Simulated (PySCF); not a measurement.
# F: excitation energy in def2-QZVPPD

Aim: the excitation energy of fluorine from differences of total energies, at each level of theory, and how far each lands from the tabulated value where there is one.

Program: PySCF 2.14.0. Level of theory: unrestricted determinants in a Gaussian basis, no spin-orbit coupling in the energies. These are calculated values, not measurements, unless marked.

**1. The atom as given**

* Element: fluorine (Z = 9)
* Basis: def2-QZVPPD (8s5p4d2f1g, 66 functions)
* Hamiltonian: the non-relativistic Hamiltonian (point nucleus)
* State 1: F: [He] 2s1 2p6, 2S determinant (an excited configuration)
* Needed too, but not shown: F [He] 2s2 2p5 (2P)
* Methods: CCSD(T)
* Core shells frozen in the correlated runs: valence: 1s2 (for F)

Outer shells as boxes (Hund's rule):

F [He] 2s1 2p6
```
[He] core
2s [↑ ]
2p [↑↓][↑↓][↑↓]
```

One driver process ran all states and methods and kept the integrals in memory. Each run is shown as a PySCF script that sums up its settings (the driver passes frozen orbitals as a list and adds second-order terms of double hybrids); the logs are those of the runs themselves. The driver starts from symmetry-adapted Hartree-Fock orbitals, holds the occupation by maximum overlap and uses a logarithmic radial grid for functionals, so a plain start would take other cycles.

The integrals over 66 functions and the set-up took 0.54 s of CPU time.

**2. F [He] 2s1 2p6: CCSD(T) (valence)**

**CCSD(T) (valence)**

Input file input.py:

```python
from pyscf import gto, scf, dft, mp, cc
import basis_set_exchange as bse
mol = gto.M(atom="F 0 0 0", charge=0, spin=1, symmetry="D2h",
            basis=gto.basis.parse(bse.get_basis("def2-QZVPPD", elements=["F"], fmt="nwchem")))
mf = scf.UHF(mol)
mf.irrep_nelec = {'Ag': (2, 1), 'B1u': (1, 1), 'B2u': (1, 1), 'B3u': (1, 1)}
mf.kernel()
mycc = cc.CCSD(mf, frozen=1).run()
mycc.ccsd_t()
```

Q: Predict the outcome of this session.

**Answer**, as computed:

| quantity | value |
| --- | --- |
| excitation energy, F → [He] 2s1 2p6 | UHF 23.865, CCSD(T) (valence) 19.440 eV |

Accuracy by level (over 1 difference):

```
           method  mean absolute miss against CCSD(T) (valence) (eV)
              UHF                                              4.425
    MP2 (valence)                                              2.414
SCS-MP2 (valence)                                              2.302
   CCSD (valence)                                              1.535
CCSD(T) (valence)                                              0.000
```

**Reading.** The methods span 4.425 eV, from CCSD(T) (valence) (19.440) to UHF (23.865). No reference value is at hand in this session. The basis is finite, and no extrapolation was made.
